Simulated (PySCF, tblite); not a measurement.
**C₄H₁₂OSi₂: a rotation path, then NMR shifts on frames**

How do NMR shifts of C₄H₁₂OSi₂ (`CCO[SiH]1C[SiH2]C1`) change as the atoms move?

Computed with tblite 0.8.0 and PySCF 2.14.0, with density-fitted response routines of our own, on a single molecule in the gas phase. Atoms count from 0, in the outputs and in this text.

**1. Starting geometry**

19 atoms, charge 0, multiplicity 1; geometry from: GFN2-xTB.

Bonds of the start (Å): C0–C1 1.52, C1–O2 1.40, O2–Si3 1.62, Si3–C4 1.92, C4–Si5 1.92, Si5–C6 1.91, C6–Si3 1.91, C0–H7 1.09, C0–H8 1.09, C0–H9 1.09, C1–H10 1.10, C1–H11 1.10, Si3–H12 1.47, C4–H13 1.09, C4–H14 1.09, Si5–H15 1.47, Si5–H16 1.47, C6–H17 1.09, C6–H18 1.09.

**2. A band between two rotamers with GFN2-xTB**

Job settings and geometry (Å):

```
{"job": {"kind": "neb", "xc": "GFN2-xTB", "basis": "xTB", "atoms": [4, 3, 2, 1], "turn": 120}, "charge": 0, "multiplicity": 1}
C      3.120254     0.696484    -0.604201
C      2.056772    -0.383645    -0.484227
O      0.939175     0.134966     0.179228
Si    -0.430014    -0.633754     0.581201
C     -1.672872    -0.954721    -0.843127
Si    -2.828614     0.431537    -0.193982
C     -1.617177     0.690611     1.263860
H      3.405133     1.043841     0.385287
H      2.727093     1.539315    -1.166411
H      3.997570     0.304131    -1.111165
H      1.759702    -0.738139    -1.478548
H      2.446049    -1.242346     0.076531
H     -0.147732    -1.815609     1.404568
H     -2.124252    -1.942783    -0.845411
H     -1.287972    -0.787342    -1.846364
H     -2.958278     1.577727    -1.097503
H     -4.158545    -0.037253     0.203987
H     -2.033577     0.436523     2.233642
H     -1.202516     1.689709     1.350338
```

Method: GFN2-xTB climbing-image nudged elastic band, gas phase.

The run is started by

```sh
OMP_NUM_THREADS=1 python probes_run.py task.json out
```

One launch serves the whole session: the jobs run in the order shown.

The log of the run:

```text
image   E - E0 / eV
  0      -0.0000
  1       0.0079
  2       0.0310
  3       0.0604
  4       0.0709
  5       0.0484
  6       0.0242
  7       0.0143
  8      -0.0003
```

Run time: 6.5 s. Hardware: 1 thread of Intel Xeon at 2.50GHz, shared host; peak memory 0.19 GiB.

The final band, with the dihedral C4–Si3–O2–C1:

```
image  dihedral (°)  energy (eV)  energy (kcal/mol)
    0           -76        0.000                0.0
    1           -64        0.008                0.2
    2           -49        0.031                0.7
    3           -31        0.060                1.4
    4            -7        0.071                1.6
    5            16        0.048                1.1
    6            33        0.024                0.6
    7            46        0.014                0.3
    8            51        0.000                0.0
```

**3. NMR shieldings: image 0, PBE0/pcSseg-1**

Job settings and geometry (Å):

```
{"job": {"kind": "nmr", "xc": "PBE0", "basis": "pcSseg-1", "pop": false}, "charge": 0, "multiplicity": 1}
C      3.120300     0.696500    -0.604200
C      2.056800    -0.383600    -0.484200
O      0.939200     0.135000     0.179200
Si    -0.430000    -0.633800     0.581200
C     -1.672900    -0.954700    -0.843100
Si    -2.828600     0.431500    -0.194000
C     -1.617200     0.690600     1.263900
H      3.405100     1.043800     0.385300
H      2.727100     1.539300    -1.166400
H      3.997600     0.304100    -1.111200
H      1.759700    -0.738100    -1.478500
H      2.446000    -1.242300     0.076500
H     -0.147700    -1.815600     1.404600
H     -2.124300    -1.942800    -0.845400
H     -1.288000    -0.787300    -1.846400
H     -2.958300     1.577700    -1.097500
H     -4.158500    -0.037300     0.204000
H     -2.033600     0.436500     2.233600
H     -1.202500     1.689700     1.350300
```

With the program's defaults for keys left out, this is: GIAO PBE0/pcSseg-1 NMR shielding, non-relativistic, gas phase.

The log of the run:

```text
coarse grid: 16120 points
cycle   1  E = -813.1407662376  dE =  6.466e-01  |g| = 7.966e-01  |ddm| = 3.822e+00
cycle   2  E = -812.9944294633  dE =  1.463e-01  |g| = 1.160e+00  |ddm| = 1.861e+00
cycle   3  E = -813.2703995766  dE = -2.760e-01  |g| = 1.300e-01  |ddm| = 1.305e+00
cycle   4  E = -813.2732870049  dE = -2.887e-03  |g| = 4.603e-02  |ddm| = 1.397e-01
cycle   5  E = -813.2737821939  dE = -4.952e-04  |g| = 8.702e-03  |ddm| = 4.981e-02
cycle   6  E = -813.2738005764  dE = -1.838e-05  |g| = 2.641e-03  |ddm| = 1.197e-02
cycle   7  E = -813.2738023050  dE = -1.729e-06  |g| = 3.633e-04  |ddm| = 2.452e-03
final grid: 144360 points
cycle   8  E = -813.3254805158  dE = -2.368e-05  |g| = 1.133e-02  |ddm| = 2.185e-02
cycle   9  E = -813.3254544921  dE =  2.602e-05  |g| = 1.622e-02  |ddm| = 2.025e-02
cycle  10  E = -813.3255069956  dE = -5.250e-05  |g| = 1.531e-03  |ddm| = 1.275e-02
cycle  11  E = -813.3255074820  dE = -4.864e-07  |g| = 1.945e-04  |ddm| = 1.563e-03
cycle  12  E = -813.3255074894  dE = -7.419e-09  |g| = 5.817e-05  |ddm| = 2.283e-04
cycle  13  E = -813.3255074901  dE = -6.487e-10  |g| = 2.362e-05  |ddm| = 6.401e-05
converged SCF energy = -813.3255074901

GIAO shielding tensors (ppm)
atom      isotropic    diamagn.    paramagn.     s11        s22        s33       span
  0 C      166.234     246.268     -80.034    148.351    164.572    185.780     37.429
  1 C      125.073     242.838    -117.765     95.834    111.646    167.738     71.904
  2 O      278.177     402.163    -123.986    250.943    279.732    303.857     52.914
  3 Si     346.852     882.277    -535.425    309.755    336.520    394.281     84.526
  4 C      183.581     261.043     -77.462    164.670    183.230    202.843     38.172
  5 Si     393.060     881.063    -488.003    363.923    385.751    429.505     65.582
  6 C      183.105     260.321     -77.216    158.371    187.645    203.298     44.927
  7 H       30.152      28.936       1.216     26.532     28.492     35.433      8.901
  8 H       30.123      29.912       0.211     26.223     28.882     35.264      9.041
  9 H       30.688      26.727       3.961     26.738     27.595     37.729     10.991
 10 H       27.707      31.212      -3.505     22.186     28.653     32.281     10.095
 11 H       27.851      29.771      -1.920     22.665     28.007     32.882     10.217
 12 H       26.040      30.827      -4.787     22.541     24.503     31.074      8.533
 13 H       31.259      31.426      -0.167     26.935     28.548     38.293     11.358
 14 H       31.019      33.752      -2.733     26.953     28.626     37.477     10.523
 15 H       26.972      29.617      -2.645     24.086     24.541     32.289      8.203
 16 H       27.030      29.169      -2.139     24.026     24.767     32.296      8.270
 17 H       31.074      31.038       0.036     26.883     28.378     37.961     11.079
 18 H       30.982      33.461      -2.479     26.833     28.402     37.711     10.878
```

It took 77 s on 1 thread of Intel Xeon at 2.50GHz, shared host; peak memory 0.86 GiB.

The references, computed at this level on geometries of the same kind, shield at (ppm): 1H TMS 31.72, 13C TMS 186.9, 29Si TMS 349.2, 17O H2O 336.1. Their shielding less the atom's gives the shift. The references are single molecules in the gas phase, so shifts against H2O, NH3, PH3, H3PO4 or CFCl3 are not on the usual liquid scales and can be off by tens of ppm. Each atom is listed at this fixed geometry, with no averaging over motion; a spectrum would average atoms that exchange fast.

```
atoms                                                   environment  σ (ppm)  δ (ppm)
   C1                                           sp3 CH2 bonded to O    125.1     61.9
   C0                                                 methyl carbon    166.2     20.7
   C6                                        sp3 CH2 bonded to 2 Si    183.1      3.8
   C4                                        sp3 CH2 bonded to 2 Si    183.6      3.3
  H12  hydrogen on a silicon bonded to 2 C, O, in a 4-membered ring    26.04     5.68
  H15     hydrogen on a silicon bonded to 2 C, in a 4-membered ring    26.97     4.74
  H16     hydrogen on a silicon bonded to 2 C, in a 4-membered ring    27.03     4.69
  H10                            hydrogen on an sp3 CH2 bonded to O    27.71     4.01
  H11                            hydrogen on an sp3 CH2 bonded to O    27.85     3.87
   H8                                   hydrogen on a methyl carbon    30.12     1.59
   H7                                   hydrogen on a methyl carbon    30.15     1.56
   H9                                   hydrogen on a methyl carbon    30.69     1.03
  H18                         hydrogen on an sp3 CH2 bonded to 2 Si    30.98     0.74
  H14                         hydrogen on an sp3 CH2 bonded to 2 Si    31.02     0.70
  H17                         hydrogen on an sp3 CH2 bonded to 2 Si    31.07     0.64
  H13                         hydrogen on an sp3 CH2 bonded to 2 Si    31.26     0.46
   O2                                        oxygen bonded to C, Si    278.2     57.9
  Si3             silicon bonded to 2 C, O, H, in a 4-membered ring    346.9      2.3
  Si5              silicon bonded to 2 C, 2 H, in a 4-membered ring    393.1    -43.9
```

Ring of atoms Si3, C4, Si5, C6: NICS(0) 0.9, NICS(1) -1.1, NICS(1)zz 4.4 ppm (means of both faces). The ring holds saturated atoms, so no π current runs round it: these values come from its σ bonds, any local π bonds and neighbouring rings, and say nothing of aromaticity.

**4. Nuclear shieldings: image 2, PBE0/pcSseg-1**

Job settings and geometry (Å):

```
{"job": {"kind": "nmr", "xc": "PBE0", "basis": "pcSseg-1", "pop": false}, "charge": 0, "multiplicity": 1}
C      3.115800     0.646300    -0.551800
C      1.902200    -0.266900    -0.627700
O      0.973400     0.106900     0.351100
Si    -0.415400    -0.625800     0.756900
C     -1.556800    -1.064300    -0.720000
Si    -2.747100     0.373000    -0.278900
C     -1.640300     0.755200     1.237400
H      3.600300     0.540400     0.414700
H      2.809500     1.682500    -0.675000
H      3.825500     0.387800    -1.332800
H      1.430000    -0.180600    -1.613600
H      2.196800    -1.314200    -0.485300
H     -0.163300    -1.734800     1.682300
H     -2.014200    -2.048200    -0.683500
H     -1.087000    -0.977900    -1.697500
H     -2.798700     1.437900    -1.285000
H     -4.103800    -0.061500     0.062900
H     -2.124300     0.600300     2.196600
H     -1.212300     1.753000     1.256700
```

With the program's defaults for keys left out, this is: GIAO PBE0/pcSseg-1 NMR shielding, non-relativistic, gas phase.

The log of the run:

```text
coarse grid: 16120 points
cycle   1  E = -813.1386241246  dE =  6.436e-01  |g| = 7.985e-01  |ddm| = 3.826e+00
cycle   2  E = -812.9949256711  dE =  1.437e-01  |g| = 1.157e+00  |ddm| = 1.890e+00
cycle   3  E = -813.2689190687  dE = -2.740e-01  |g| = 1.271e-01  |ddm| = 1.328e+00
cycle   4  E = -813.2716598217  dE = -2.741e-03  |g| = 4.585e-02  |ddm| = 1.399e-01
cycle   5  E = -813.2721501542  dE = -4.903e-04  |g| = 8.775e-03  |ddm| = 4.976e-02
cycle   6  E = -813.2721686831  dE = -1.853e-05  |g| = 2.632e-03  |ddm| = 1.200e-02
cycle   7  E = -813.2721703960  dE = -1.713e-06  |g| = 3.508e-04  |ddm| = 2.426e-03
final grid: 144360 points
cycle   8  E = -813.3241768888  dE = -2.614e-05  |g| = 1.101e-02  |ddm| = 2.360e-02
cycle   9  E = -813.3241524537  dE =  2.444e-05  |g| = 1.568e-02  |ddm| = 1.995e-02
cycle  10  E = -813.3242022174  dE = -4.976e-05  |g| = 1.473e-03  |ddm| = 1.261e-02
cycle  11  E = -813.3242026630  dE = -4.456e-07  |g| = 2.051e-04  |ddm| = 1.555e-03
cycle  12  E = -813.3242026713  dE = -8.303e-09  |g| = 5.959e-05  |ddm| = 2.465e-04
cycle  13  E = -813.3242026720  dE = -6.880e-10  |g| = 2.429e-05  |ddm| = 6.566e-05
converged SCF energy = -813.3242026720

GIAO shielding tensors (ppm)
atom      isotropic    diamagn.    paramagn.     s11        s22        s33       span
  0 C      166.337     246.299     -79.962    148.889    164.223    185.899     37.011
  1 C      125.245     243.750    -118.505     96.984    112.729    166.022     69.038
  2 O      286.873     401.969    -115.095    257.757    285.333    317.530     59.773
  3 Si     347.085     882.171    -535.087    314.982    338.674    387.598     72.616
  4 C      186.540     261.163     -74.624    167.909    189.650    202.061     34.152
  5 Si     392.347     881.101    -488.754    364.195    384.051    428.795     64.600
  6 C      182.255     260.540     -78.285    160.148    184.045    202.572     42.424
  7 H       30.152      28.597       1.555     26.386     28.413     35.657      9.271
  8 H       30.118      29.849       0.268     26.242     28.869     35.241      8.999
  9 H       30.698      27.031       3.668     26.780     27.625     37.691     10.911
 10 H       27.652      32.276      -4.623     21.833     29.250     31.874     10.041
 11 H       27.908      30.289      -2.382     22.723     28.105     32.895     10.171
 12 H       25.966      30.525      -4.559     22.095     24.410     31.391      9.296
 13 H       31.358      31.493      -0.135     26.881     28.596     38.598     11.716
 14 H       30.947      34.125      -3.178     26.727     28.932     37.180     10.453
 15 H       26.929      29.709      -2.780     24.025     24.545     32.218      8.194
 16 H       26.990      29.230      -2.240     23.947     24.788     32.234      8.287
 17 H       31.091      30.743       0.348     26.842     28.359     38.073     11.231
 18 H       30.978      33.460      -2.482     26.927     28.436     37.571     10.644
```

Wall time 73 s (1 thread of Intel Xeon at 2.50GHz, shared host); peak memory 0.89 GiB.

Key values: δ C1 61.7, C0 20.6, C6 4.7, C4 0.4, H12 5.75, H15 4.79 ppm.

(Part 1 of 2 ends here.)
